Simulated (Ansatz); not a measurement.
# CH₂ClFOSi: small, medium and large basis sets

An exercise on one series of results from a longer session: the logs are not shown, and one member is left open.

Method: one geometry, several basis sets; program: Ansatz 0.2.0, Gaussian basis.

The runs, in order: PBE0-D4/def2-SVP; ωB97M-V/def2-SVP; PBE0-D4/def2-QZVPP; ωB97M-V/def2-QZVPP; the functionals' def2-TZVPP values are taken from earlier runs.

### The geometry

All runs share one geometry, relaxed beforehand with PBE0-D4 in a triple-zeta def2 set.

SMILES `F[Si]1(Cl)CO1`, 7 atoms, charge 0, spin multiplicity 1.

Atoms are counted from 1 here; the program's logs count them from 0.

Bond lengths: F1–Si2 1.576 Å, Si2–Cl3 2.011 Å, Si2–C4 1.780 Å, Si2–O5 1.622 Å, C4–O5 1.524 Å, C4–H6 1.087 Å, C4–H7 1.087 Å. Angles: F1–Si2–Cl3 107.3°, F1–Si2–C4 123.3°, F1–Si2–O5 118.2°, Cl3–Si2–C4 125.7°, Cl3–Si2–O5 119.2°, C4–Si2–O5 53.0°, Si2–C4–O5 58.2°, Si2–C4–H6 122.2°, Si2–C4–H7 122.8°, O5–C4–H6 111.7°, O5–C4–H7 111.9°, H6–C4–H7 113.7°, Si2–O5–C4 68.9°.

Geometry (Å):

```xyz
7
charge 0, multiplicity 1
F     0.2746   -1.4050    1.5969
Si   -0.1663   -0.7297    0.2431
Cl   -1.6757   -1.8255   -0.5081
C     0.1888    0.9664   -0.1645
O     0.9912   -0.1871   -0.7545
H     0.8034    1.5988    0.4712
H    -0.3548    1.5141   -0.9298
```

The first run:

Input file in.yaml:

```yaml
crystal:
  periodic: [false, false, false]
  atoms:
    - {symbol: F, position_ang: [0.274584, -1.404953, 1.596854]}
    - {symbol: Si, position_ang: [-0.166341, -0.729679, 0.243130]}
    - {symbol: Cl, position_ang: [-1.675694, -1.825481, -0.508080]}
    - {symbol: C, position_ang: [0.188769, 0.966401, -0.164499]}
    - {symbol: O, position_ang: [0.991202, -0.187086, -0.754467]}
    - {symbol: H, position_ang: [0.803447, 1.598791, 0.471233]}
    - {symbol: H, position_ang: [-0.354769, 1.514107, -0.929769]}
basis:
  gaussian: {orbitals: def2-SVP}
hamiltonian: {xc: pbe0, dispersion: d4}
output: {orbitals: {seedname: orbitals}}
```

On the command line:

```sh
ansatz run in.yaml --threads 2 --pin off --events-out ev --progress --plain --max-ram 4352MiB
```

Steps of the session up to this table: PBE0-D4 in def2-SVP; ωB97M-V in def2-SVP; PBE0-D4 in def2-QZVPP; ωB97M-V in def2-QZVPP.

One of the session's tables, all rows but one given; the rest of the session is left out.

```
functional       basis  HOMO (eV)  LUMO (eV)
   PBE0-D4    def2-SVP      -8.21       0.00
   PBE0-D4  def2-TZVPP      -8.29      -0.26
   PBE0-D4  def2-QZVPP          ?          ?
   ωB97M-V    def2-SVP     -10.44       2.04
   ωB97M-V  def2-TZVPP     -10.55       1.69
   ωB97M-V  def2-QZVPP     -10.59       1.22
```

Estimate the missing values for PBE0-D4, def2-QZVPP.

**Answer.** HOMO (eV): -8.32; LUMO (eV): -0.47. In the column «HOMO (eV)» it lies between ωB97M-V, def2-SVP (-10.44) and PBE0-D4, def2-TZVPP (-8.29).
